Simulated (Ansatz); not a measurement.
# HfC: the cost of one run

Computed with the Python package of Ansatz 0.2.0. Level of theory: DFT r2SCAN, plane waves, PAW.

### 1 Starting point

It takes space group P6_3/mmc (No. 194, hexagonal). The conventional cell has a = 3.343 Å, b = 3.343 Å, c = 5.203 Å, α = 90.00°, β = 90.00°, γ = 120.00°. Hf (site symmetry -6m2) is surrounded by 6 C at 2.33 Å. C (site symmetry -3m) has 6 Hf at 2.33 Å as nearest neighbours.

Input file POSCAR_hfc:

```text
HfC
1.0
   3.34286605    0.00000000    0.00000000
  -1.67143303    2.89500692    0.00000000
   0.00000000    0.00000000    5.20271400
Hf C
2 2
Direct
   0.66666667    0.33333333    0.75000000
   0.33333333    0.66666667    0.25000000
   0.00000000    0.00000000    0.00000000
   0.00000000    0.00000000    0.50000000
```

### 2 The code

File zeeman_hfc.py:

```python
"""Spin moment of HfC in a magnetic field."""

import logging
import sys
import warnings

import ansatz as az
from ase.io import read
import numpy as np

logging.basicConfig(stream=sys.stdout, format="%(levelname)s %(message)s")
log = logging.getLogger("ansatz_job")
log.setLevel(logging.INFO)


def main() -> None:
    warnings.simplefilter("ignore", az.DeckWarning)

    atoms = read("POSCAR_hfc", format="vasp")
    hfc = az.Crystal.from_ase(atoms)

    calc = (
        hfc.calculation()
        .functional("r2SCAN")
        .occupations("Fermi-Dirac", width=50 * az.meV)  # fractional filling near the Fermi level
        .kpoints(7, 7, 4)  # the mesh must be finer for metals
        .basis(23 * az.Ha)
        .spin("collinear")
    )
    # the field acts on the spins alone; such large fields lift the response over the noise
    rows = []
    for tesla in [-200, 0, 200]:
        data = (calc.magnetic_field(tesla) if tesla else calc).run(threads=1, pin="off").report
        rows.append((tesla, data["magnetization_mub"], data["free_energy_ev"], data["components"].get("e_zeeman", 0.0)))
    for row in rows:
        print("; ".join(f"{name} = {round(v, 4) if isinstance(v, float) else v}" for name, v in zip(["B (T)", "moment muB", "F eV", "Zeeman term eV"], row)))
    slope = np.polyfit([row[0] for row in rows], [row[1] for row in rows], 1)[0]
    log.info(f"dM/dB = {1000 * slope:.4f} muB per 1000 T per cell")


if __name__ == "__main__":
    main()
```

### 3 What the engine is handed

The package turns the script's settings into the engine's input (first run):

```yaml
crystal:
  lattice:
    - [3.34286605, 0.0, 0.0]
    - [-1.67143303, 2.89500692, 0.0]
    - [0.0, 0.0, 5.202714]
  atoms:
    - { symbol: Hf, position: [0.66666667, 0.33333333, 0.75] }
    - { symbol: Hf, position: [0.3333333299999999, 0.66666667, 0.25] }
    - { symbol: C, position: [0.0, 0.0, 0.0] }
    - { symbol: C, position: [0.0, 0.0, 0.5] }
basis:
  ecutwfc: 625.861883657724
kpoints:
  mp_grid:
    grid: [7, 7, 4]
hamiltonian:
  xc: r2scan
magnetization:
  spin_polarized: true
  magnetic_field: -200.0
scf:
  occupations:
    method: fermi_dirac
    width: 0.05
```

### 4 The run

Started as:

```
$ python zeeman_hfc.py
```

**Question.** How long does this script take on 1 thread of Arm Neoverse V2, shared host, and how much memory does it need?

About 73 s, with a peak of 0.68 GiB.
